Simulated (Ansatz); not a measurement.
**NaF (Fm-3m): how far a G0W0 gap depends on its settings**

Aim: test how the G0W0 gap of NaF in the rocksalt structure moves with the number of bands, the screening cutoff and the other choices.

Program: Ansatz 0.2.0. G0W0, plane waves. Computed at 0 K without zero-point motion; spin polarisation is off.

1 further run of the same task is left out (for a known fault of the program).

### Step 1. Starting point

The cell was relaxed beforehand with r2SCAN.

Space group Fm-3m (No. 225), cubic; conventional cell a = 4.594 Å, 12.12 Å³ an atom. Na has 6 F at 2.30 Å; F has 6 Na at 2.30 Å.

The structure in full:

```cif
data_structure
_symmetry_space_group_name_H-M 'Fm-3m'
_symmetry_Int_Tables_number 225
_cell_length_a 4.5943
_cell_length_b 4.5943
_cell_length_c 4.5943
_cell_angle_alpha 90.000
_cell_angle_beta 90.000
_cell_angle_gamma 90.000
_cell_volume 96.98
loop_
_atom_site_label
_atom_site_type_symbol
_atom_site_symmetry_multiplicity
_atom_site_Wyckoff_symbol
_atom_site_fract_x
_atom_site_fract_y
_atom_site_fract_z
_atom_site_occupancy
Na1 Na 4 a 0.00000 0.00000 0.00000 1
F1 F 4 b 0.50000 0.00000 0.00000 1
```

### Step 2. From LDA, 2 empty bands, 80 eV

Contents of input.yaml:

```yaml
crystal:
  lattice:
    - [0.0, 2.2971680881, 2.2971680881]
    - [2.2971680881, 0.0, 2.2971680881]
    - [2.2971680881, 2.2971680881, 0.0]
  atoms:
    - { symbol: Na, position: [0.0, 0.0, 0.0] }
    - { symbol: F, position: [0.5, 0.5, 0.5] }
kpoints:
  mp_grid: { grid: [4, 4, 4] }
hamiltonian:
  xc: lda
scf:
  occupations: { method: fixed }
gw:
  n_empty_bands: 2
  ecut_chi: 80
  qp_bands: [v1, c1]
  qp_kpoints: band_edges
  screening: { model: contour_deformation }
```

Run with:

```
ansatz run input.yaml --threads 4 --pin off --max-ram 3686MiB --backend cpu --events-out ev --progress --plain --runs-dir out
```

### Step 3. From HSE06, 15 empty bands, 60 eV

Changes to input.yaml since step 2:

```diff
@@ -11,3 +11,3 @@
 hamiltonian:
-  xc: lda
+  xc: hse06
 scf:
@@ -15,4 +15,4 @@
 gw:
-  n_empty_bands: 2
-  ecut_chi: 80
+  n_empty_bands: 15
+  ecut_chi: 60
   qp_bands: [v1, c1]
```

### Step 4. From LDA, 40 empty bands, 60 eV, q_mesh [2, 2, 2]

Changes to input.yaml since step 3:

```diff
@@ -11,3 +11,3 @@
 hamiltonian:
-  xc: hse06
+  xc: lda
 scf:
@@ -15,3 +15,3 @@
 gw:
-  n_empty_bands: 15
+  n_empty_bands: 40
   ecut_chi: 60
@@ -20 +20,2 @@
   screening: { model: contour_deformation }
+  q_mesh: [2, 2, 2]
```

### Step 5. From PBE, 60 empty bands, 80 eV

Changes to input.yaml since step 4:

```diff
@@ -11,3 +11,3 @@
 hamiltonian:
-  xc: lda
+  xc: pbe
 scf:
@@ -15,4 +15,4 @@
 gw:
-  n_empty_bands: 40
-  ecut_chi: 60
+  n_empty_bands: 60
+  ecut_chi: 80
   qp_bands: [v1, c1]
@@ -20,2 +20 @@
   screening: { model: contour_deformation }
-  q_mesh: [2, 2, 2]
```

Before running it: what results should come out? Wanted: for each run, start; potentials; frequencies; empty bands; cutoff; Kohn-Sham gap; G0W0 gap.

**Answer**, as computed:

| start | potentials | frequencies | empty bands | cutoff (eV) | mesh | Kohn-Sham gap (eV) | G0W0 gap (eV) |
| --- | --- | --- | --- | --- | --- | --- | --- |
| HSE06 | PAW | full | 15 | 60 | 4×4×4 | 8.64 | 11.94 |
| LDA | PAW | full | 40 | 60 | 4×4×4 | 6.11 | 10.84 |
| PBE | PAW | full | 60 | 80 | 4×4×4 | 6.46 | 10.52 |

Gaps are those on each run's own mesh. Runs that failed or were set aside have no row.

**Reading.** Over the runs in the table the G0W0 gap on the mesh spans 10.52 to 11.94 eV, and the shift from the starting levels +3.30 to +4.73 eV; where more than one setting differs between two runs, no single one explains their difference. The G0W0 figures hold for the stated bands, cutoff and mesh and aren't extrapolated.
